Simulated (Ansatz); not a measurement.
# Zr3TiC4: the cost of one run

Method: DFT PBE, scalar-relativistic, plane waves, PAW, unless a step names another level, in Ansatz 0.2.0.

1 further run of the same task is left out (set aside as unsound or not needed). Runs told in other sessions of the task aren't counted.

### Step 1. Starting point

The structure is orthorhombic, space group Cmmm (No. 65). The conventional cell has a = 6.538 Å, b = 9.243 Å, c = 3.276 Å, α = 90.00°, β = 90.00°, γ = 90.00°. Zr (site symmetry mmm) is surrounded by 6 C at 2.36 Å. Around Zr (site symmetry 2/m) lie 6 C at 2.31 Å. Ti (site symmetry mmm) is surrounded by 6 C at 2.27 Å. C (site symmetry m2m) is surrounded by 1 Ti at 2.27 Å and 5 Zr at 2.31 to 2.36 Å. C (site symmetry 2mm) has 2 Ti at 2.27 Å and 4 Zr at 2.31 to 2.36 Å in its first shell of neighbours.

Coordinates:

```
Zr Ti C
1.0
     3.26885   -4.62152    0.00000
     3.26885    4.62152    0.00000
     0.00000    0.00000    3.27557
Zr Ti C
3 1 4
Cartesian
  0.0000 0.0000 0.0000
  1.6344 2.3108 1.6378
  1.6344 -2.3108 1.6378
  3.2689 0.0000 0.0000
  3.2689 2.2662 0.0000
  3.2689 -2.2662 0.0000
  1.6976 0.0000 1.6378
  4.8401 0.0000 1.6378
```

It is the end of an earlier relaxation with the same method, from a generated guess; it is a trial structure. At a tolerance of 0.05 Å it has space group Cmmm (No. 65); it has 12.37 Å³/atom, an uncorrected energy of -0.80 eV/atom over the elements and, on its mesh, gap none (metal).

### Step 2. Strained cells: the elastic tensor

input.yaml reads:

```yaml
crystal:
  lattice:
    - [3.2690515579, -4.6220893856, 0.0]
    - [3.2690515579, 4.6220893856, 0.0]
    - [0.0, 0.0, 3.2754874897]
  atoms:
    - { symbol: Zr, position: [0.0, 0.0, 0.0] }
    - { symbol: Zr, position: [0.0, 0.5, 0.5] }
    - { symbol: Zr, position: [0.5, 0.0, 0.5] }
    - { symbol: Ti, position: [0.5, 0.5, 0.0] }
    - { symbol: C, position: [0.254896502, 0.745103498, 0.0] }
    - { symbol: C, position: [0.745103498, 0.254896502, 0.0] }
    - { symbol: C, position: [0.2595861991, 0.2595861991, 0.5] }
    - { symbol: C, position: [0.7404138009, 0.7404138009, 0.5] }
basis:
  ecutwfc: 420
kpoints:
  mp_grid: { grid: [8, 8, 12] }
hamiltonian:
  xc: pbe
scf:
  occupations: { method: fermi_dirac, width: 0.15 }
output:
  forces: true
  stress: true
  eigenvalues: true
elastic:
  mode: relaxed_ion
  amplitude: 0.005
  stencil: two_point
```

Started as:

```bash
$ ansatz run input.yaml --threads 4 --pin off --max-ram 8192MiB --backend cpu --events-out ev --progress --plain --runs-dir out
```

What time and memory should one allow on 4 threads of Arm Neoverse V1, shared host?

About 14 min, with a peak of 1.2 GiB.
